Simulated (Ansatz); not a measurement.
# MoS2: how the settings move a single-point run

How sensitive is a single-point run of MoS2 to its settings? A reference run comes first, then six runs with altered input. The cell is built on a prototype (fluorite) and needn't be the phase found in nature.

Program: Ansatz 0.2.0. Level of theory: reference: DFT, PBEsol, plane waves, PAW. These are calculated values, not measurements.

6 further runs of the same task are left out: 2 for a known fault of the program, 4 that didn't finish.

## Step 1: The system as given

The structure is cubic, space group Fm-3m (No. 225). Conventional cell: a = 5.865 Å, b = 5.865 Å, c = 5.865 Å, α = 90.00°, β = 90.00°, γ = 90.00°. Mo (site symmetry m-3m) has 8 S at 2.54 Å as nearest neighbours. S (site symmetry -43m) has 4 Mo at 2.54 Å as nearest neighbours.

As a file:

```
CELL_PARAMETERS angstrom
0.00000 2.93240 2.93240
2.93240 0.00000 2.93240
2.93240 2.93240 0.00000
ATOMIC_POSITIONS crystal
Mo 0.00000 0.00000 0.00000
S 0.25000 0.25000 0.25000
S 0.75000 0.75000 0.75000
```

## Step 2: Baseline

File input.yaml:

```yaml
crystal:
  lattice:
    - [0.0, 2.9323968606, 2.9323968606]
    - [2.9323968606, 0.0, 2.9323968606]
    - [2.9323968606, 2.9323968606, 0.0]
  atoms:
    - { symbol: Mo, position: [0.0, 0.0, 0.0] }
    - { symbol: S, position: [0.25, 0.25, 0.25] }
    - { symbol: S, position: [0.75, 0.75, 0.75] }
kpoints:
  mp_grid: { grid: [6, 6, 6] }
hamiltonian:
  xc: pbesol
scf:
  occupations: { method: fermi_dirac, width: 0.02 }
  n_extra_bands: 4
output:
  forces: true
  stress: true
  eigenvalues: true
```

Launch:

```bash
ansatz run input.yaml --threads 4 --pin off --max-ram 3686MiB --backend cpu --events-out ev --progress --plain --runs-dir out
```

## Step 3: Variant: mixing.ndim 30

input.yaml, as its differences from that of step 2:

```diff
@@ -16,2 +16,4 @@
   n_extra_bands: 4
+  mixing: { ndim: 30 }
+  max_iter: 66
 output:
```

## Step 4: Changed: occupations.method cold, occupations.width 0.2

input.yaml, as its differences from that of step 2:

```diff
@@ -14,3 +14,3 @@
 scf:
-  occupations: { method: fermi_dirac, width: 0.02 }
+  occupations: { method: cold, width: 0.2 }
   n_extra_bands: 4
```

## Step 5: Changing settings: ecutwfc 600

input.yaml, as its differences from that of step 2:

```diff
@@ -20 +20,3 @@
   eigenvalues: true
+basis:
+  ecutwfc: 600
```

## Step 6: Changed: ecutwfc 200

input.yaml, as its differences from that of step 2:

```diff
@@ -20 +20,3 @@
   eigenvalues: true
+basis:
+  ecutwfc: 200
```

## Step 7: Variant: ecutwfc 900

input.yaml, as its differences from that of step 2:

```diff
@@ -20 +20,3 @@
   eigenvalues: true
+basis:
+  ecutwfc: 900
```

## Step 8: A run with other settings

input.yaml, as its differences from that of step 2:

```diff
@@ -16,2 +16,4 @@
   n_extra_bands: 4
+  mixing: { beta: 1.0 }
+  max_iter: 67
 output:
```

(Steps that only read results are left out.)

Q: Predict the outcome of this session. Wanted: for each run, ending; energy change; pressure; gap; force.

The runs gave:

| run | ending | energy change | pressure (GPa) | gap (eV) | force (eV/Å) | cycles | time |
| --- | --- | --- | --- | --- | --- | --- | --- |
| reference | converged | 0 | -4.6 | 0.00 | 0.00 | 7 | 0.58 s |
| 1: mixing.ndim 30 | converged | 0.0 meV/atom | -4.6 | 0.00 | 0.00 | 7 | 0.65 s |
| 2: occupations.method cold, occupations.width 0.2 | converged | -2.4 meV/atom (σ→0) | -4.7 | 0.00 | 0.00 | 7 | 0.6 s |
| 3: ecutwfc 600 | converged | -0.4 meV/atom | -4.6 | 0.00 | 0.00 | 7 | 0.73 s |
| 4: ecutwfc 200 | converged | +1.47 eV/atom | -2.1 | 0.00 | 0.00 | 8 | 0.42 s |
| 5: ecutwfc 900 | converged | -0.5 meV/atom | -4.6 | 0.00 | 0.00 | 6 | 1.4 s |
| 6: mixing.beta 1.0 | converged | 0.0 meV/atom | -4.6 | 0.00 | 0.00 | 7 | 0.53 s |

Residual by cycle in the longest SCF loop of each run; runs are numbered as in the table. The quantity is the density residual dr2, in eV.

| cycle | reference | run 1 | run 2 | run 3 | run 4 | run 5 | run 6 |
| --- | --- | --- | --- | --- | --- | --- | --- |
| 1 | 0.0397 | 0.0397 | 0.0388 | 0.0397 | 0.64 | 0.0397 | 0.0397 |
| 2 | 0.00223 | 0.00223 | 0.00236 | 0.00233 | 0.0423 | 0.00176 | 0.00223 |
| 3 | 0.00184 | 0.00184 | 9.8e-4 | 0.00193 | 0.00851 | 0.00117 | 0.00184 |
| 4 | 1.4e-4 | 1.4e-4 | 1.4e-4 | 1.5e-4 | 0.00166 | 6.7e-5 | 1.4e-4 |
| 5 | 1.9e-5 | 1.9e-5 | 7.2e-6 | 1.7e-5 | 7.2e-4 | 7.4e-6 | 1.9e-5 |
| 6 | 1.4e-7 | 1.4e-7 | 1.5e-7 | 1.4e-7 | 1.1e-5 | 3.7e-8 | 1.4e-7 |
| 7 | 2.1e-8 | 2.1e-8 | 4.7e-9 | 1.5e-8 | 2.5e-8 | - | 2.1e-8 |
| 8 | - | - | - | - | 6.0e-10 | - | - |

What this shows: Run 4 ran under the cutoff that the potentials recommend, as the log warns, so basis error is mixed into its values, and swamps them where the cutoff is far short. The reference has no spin polarisation; with Mo present, a magnetic state may lie lower.
